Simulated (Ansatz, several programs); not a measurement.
An ordered 8-atom cell of In4Sb3As on the zincblende lattice (I-42m), relaxed with PBE in Ansatz (plane waves, PAW): it is tetragonal, I-42m (No. 121); conventional cell a = 6.527 Å, c = 13.029 Å, 34.69 Å³ an atom. Around As lie 4 In at 2.71 Å; around In lie 1 As at 2.71 Å and 3 Sb at 2.86–2.88 Å; around Sb lie 4 In at 2.86 Å; around Sb lie 4 In at 2.88 Å. The cell was then scaled with its shape and fractional coordinates held, which makes it stiffer than a relaxed compression. The structure was generated, not taken from experiment, and needn't be the ground state; spin polarisation is off.

| V (Å³/atom) | E (meV/atom) |
| --- | --- |
| 32.607 | 17.48 |
| 34.688 | 0.00 |
| 35.729 | 3.55 |
| 36.769 | 13.54 |

Task: Pass a cubic E = c₀ + c₁u + c₂u² + c₃u³, with u = V − 34.948 Å³, through these points.

Result: c₀ = 0.21, c₁ = +1.715, c₂ = 3.431, c₃ = -0.1936 (meV and Å³).

Task: Where is the minimum, and what bulk modulus follows?

Result: dE/du = 0 at u = -0.245, so V₀ = 34.70 Å³. B = V₀ d²E/dV² = 34.70 × (2c₂ + 6c₃u) = 34.70 × 7.145 = 248 meV/Å³, and 1 meV/Å³ is 0.16022 GPa: 40 GPa. A third-order Birch-Murnaghan fit to all five points gives 34.70 Å³ and 39 GPa.

Task: Predict the energy and the pressure at the withheld volume, 33.647 Å³.

Result: With u = -1.301: E ≈ 4.21 meV and P = −dE/dV ≈ +1.31 GPa. The run gives 4.16 meV and, from its stress, +1.30 GPa.
